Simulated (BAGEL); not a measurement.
**A workflow on GeSiH4O (SMILES [SiH3][O][GeH])**

Wanted: a single-point energy (HF/def2-SVP), then the energy (NEVPT2(2,2)/def2-SVP), then the energy (CASPT2(2,2)/def2-SVP) of GeSiH4O. 

Program for the calculation: BAGEL 1.2.2.

1 further run of the same task is left out (set aside as unsound or not needed).

## Step 1: The system as given

The species is GeSiH4O (7 atoms), meant as a singlet with charge 0. As SMILES, `[SiH3][O][GeH]`. The Si1–H4 distance was set to 2.012 Å, away from the relaxed value. At this shape a bond of the SMILES string is far longer than usual.

Bond lengths: Si1–O2 1.643 Å, O2–Ge3 1.789 Å, Si1–H5 1.485 Å, Si1–H6 1.485 Å, Ge3–H7 1.605 Å. Angles: Si1–O2–Ge3 134.1°, O2–Si1–H5 109.3°, O2–Si1–H6 109.3°, O2–Ge3–H7 93.5°, H5–Si1–H6 109.4°. A long bond or contact: Si1–H4 2.012 Å.

## Step 2: A single-point energy at HF/def2-SVP (density fitting with svp-jkfit) (run 1)

input.json reads:

```json
{ "bagel" : [

{
  "title" : "molecule",
  "basis" : "svp",
  "df_basis" : "svp-jkfit",
  "angstrom" : true,
  "geometry" : [
    { "atom" : "Si", "xyz" : [      -0.508094,       0.947851,       0.063026 ] },
    { "atom" : "O", "xyz" : [       0.767106,       0.157651,       0.733226 ] },
    { "atom" : "Ge", "xyz" : [       1.495006,      -1.459249,       0.493726 ] },
    { "atom" : "H", "xyz" : [      -1.409200,      -0.197600,      -1.323800 ] },
    { "atom" : "H", "xyz" : [      -0.027294,       2.198251,      -0.577974 ] },
    { "atom" : "H", "xyz" : [      -1.488894,       1.285051,       1.125926 ] },
    { "atom" : "H", "xyz" : [       2.634406,      -1.218149,       1.597526 ] }
  ]
},

{ "title" : "hf" },

{ "title" : "print", "file" : "orbitals.molden", "orbitals" : true }

]}
```

Launch:

```sh
$ BAGEL_NUM_THREADS=1 BAGEL input.json > input.out
```

Standard output:

```text
* using 1 threads per process

  ===============================================================
  ===============================================================

  *** Geometry ***

  { "atom" : "Si", "xyz" : [     -0.960159,      1.791179,      0.119102 ] },
  { "atom" : "O", "xyz" : [      1.449620,      0.297917,      1.385596 ] },
  { "atom" : "Ge", "xyz" : [      2.825152,     -2.757581,      0.933007 ] },
  { "atom" : "H", "xyz" : [     -2.663002,     -0.373410,     -2.501619 ] },
  { "atom" : "H", "xyz" : [     -0.051578,      4.154092,     -1.092213 ] },
  { "atom" : "H", "xyz" : [     -2.813602,      2.428394,      2.127692 ] },
  { "atom" : "H", "xyz" : [      4.978306,     -2.301968,      3.018887 ] },

  Number of auxiliary basis functions:      543

  Since a DF basis is specified, we compute 2- and 3-index integrals:
    o Being stored without compression. Storage requirement is 0.031 GB

  Number of basis functions:       84
  Number of electrons      :       58

    * METHOD: MOLECULE                             0.56

  *** RHF ***

  === Nuclear Repulsion ===
   233.0274762333

      * DIIS with orbital gradients will be used.

  === RHF iteration (svp) ===
      0      -2440.87876822          0.01712926           0.17
      1      -2440.94260354          0.01538068           0.16
      2      -2441.05187527          0.00108263           0.16
[... 10 lines of this table left out ...]
     13      -2441.05340035          0.00000000           0.12
    * SCF iteration converged.

    * Permanent dipole moment:
           (   -0.259636,     0.171300,    -0.131833) a.u.

    * METHOD: HF                                   2.77

    * METHOD: PRINT                                0.02

  ===============================================================
```

Run time: 3.6 s. Hardware: 1 thread of Intel Xeon Platinum 8259CL at 2.50GHz (Skylake/Cascade Lake), shared host; peak memory 0.15 GiB.

## Step 3: The energy at NEVPT2(2,2)/def2-SVP (density fitting with svp-jkfit) (run 2)

input.json reads:

```json
{ "bagel": [

{
  "title": "molecule",
  "basis": "svp",
  "df_basis": "svp-jkfit",
  "angstrom": true,
  "geometry": [
    { "atom": "Si", "xyz": [   -0.508094,    0.947851,    0.063026 ] },
    { "atom": "O", "xyz": [    0.767106,    0.157651,    0.733226 ] },
    { "atom": "Ge", "xyz": [    1.495006,   -1.459249,    0.493726 ] },
    { "atom": "H", "xyz": [   -1.409200,   -0.197600,   -1.323800 ] },
    { "atom": "H", "xyz": [   -0.027294,    2.198251,   -0.577974 ] },
    { "atom": "H", "xyz": [   -1.488894,    1.285051,    1.125926 ] },
    { "atom": "H", "xyz": [    2.634406,   -1.218149,    1.597526 ] }
  ]
},
{ "title": "hf" },
{ "title": "nevpt2", "nstate": 1, "nact": 2, "nclosed": 28, "active": [28, 32], "maxiter": 200, "natocc": true, "ncore": 15 },
{ "title": "print", "file": "orbitals.molden", "orbitals": true }

]}
```

Launch:

```sh
$ BAGEL_NUM_THREADS=1 BAGEL input.json > input.out
```

Standard output:

```text
* using 1 threads per process

  ===============================================================
  ===============================================================

  *** Geometry ***

[... 31 lines left out ...]
    * SCF iteration converged.
[... 1 line left out ...]
    * Permanent dipole moment:
[... 28 lines left out ...]
    * Second-order optimization converged. *
[... 9 lines left out ...]
     * ci vector, state   0, <S^2> = 0.0000
       2.     0.9840992350
       .2    -0.1776195252

  === DF-NEVPT2 calculation ===

    * 3-index integral transformation done
    * assembly done

      NEVPT2 correlation energy:   -0.4789734578      0.34

          (+0)     -0.4483289416
          (+0)'    -0.0038005498
          (+1)     -0.0088145094
          (+1)'    -0.0000000000
          (+2)     -0.0002403268
          (-1)     -0.0118559659
          (-1)'     0.0000000000
          (-2)     -0.0059331643

      NEVPT2 total energy:       -2441.5566581965

    * METHOD: NEVPT2                               9.52

    * METHOD: PRINT                                0.03

  ===============================================================
```

It took 14 s on 1 thread of Intel Xeon Platinum 8259CL at 2.50GHz (Skylake/Cascade Lake), shared host; peak memory 0.15 GiB.

## Step 4: The energy at CASPT2(2,2)/def2-SVP (density fitting with svp-jkfit) (run 3)

caspt2.json reads:

```json
{ "bagel": [

{
  "title": "molecule",
  "basis": "svp",
  "df_basis": "svp-jkfit",
  "angstrom": "true",
  "geometry": [
    { "atom": "Si", "xyz": [      -0.508094,       0.947851,       0.063026 ] },
    { "atom": "O", "xyz": [       0.767106,       0.157651,       0.733226 ] },
    { "atom": "Ge", "xyz": [       1.495006,      -1.459249,       0.493726 ] },
    { "atom": "H", "xyz": [      -1.409200,      -0.197600,      -1.323800 ] },
    { "atom": "H", "xyz": [      -0.027294,       2.198251,      -0.577974 ] },
    { "atom": "H", "xyz": [      -1.488894,       1.285051,       1.125926 ] },
    { "atom": "H", "xyz": [       2.634406,      -1.218149,       1.597526 ] }
  ]
},

{
  "title": "hf"
},

{
  "title": "casscf",
  "nstate": 1,
  "nact": 2,
  "nclosed": 28,
  "active": [28, 32],
  "maxiter": 200,
  "natocc": "true"
},

{
  "title": "print",
  "file": "orbitals.molden",
  "orbitals": "true"
},

{
  "title": "smith",
  "method": "caspt2",
  "ms": "true",
  "xms": "true",
  "sssr": "true",
  "shift": 0.2,
  "shift_imag": "true",
  "ncore": 15
}

]}
```

Launch:

```sh
$ BAGEL_NUM_THREADS=1 BAGEL caspt2.json > caspt2.out
```

Standard output:

```text
* using 1 threads per process

  ===============================================================
  ===============================================================

  *** Geometry ***

[... 33 lines left out ...]
    * Permanent dipole moment:
[... 37 lines left out ...]
     * ci vector, state   0, <S^2> = 0.0000
[... 21 lines left out ...]
       #      aibj      arbs      arbi      airj      risj      airs      arst      rist         Etot      error   time
[... 8 lines left out ...]
      ------------------------------------------------------------------------------------------------------------------

    * CASPT2 energy : state  0    -2441.5602707387
        w/o shift correction      -2441.5578354817
        reference weight              0.8735894206

    * METHOD: SMITH                                1.61

  ===============================================================
```

Wall time 15 s (1 thread of Intel Xeon Platinum 8259CL at 2.50GHz (Skylake/Cascade Lake), shared host); peak memory 0.19 GiB.

## Step 5: Summary of results

```
                                 quantity           value
         run 1, HF/def2-SVP: total energy  -2441.05340 Eh
        run 1, HF/def2-SVP: dipole moment          0.86 D
          run 1, HF/def2-SVP: HOMO energy        -9.40 eV
          run 1, HF/def2-SVP: LUMO energy         0.58 eV
        run 1, HF/def2-SVP: HOMO–LUMO gap         9.98 eV
run 2, NEVPT2(2,2)/def2-SVP: total energy  -2441.55666 Eh
run 3, CASPT2(2,2)/def2-SVP: total energy  -2441.56027 Eh
```
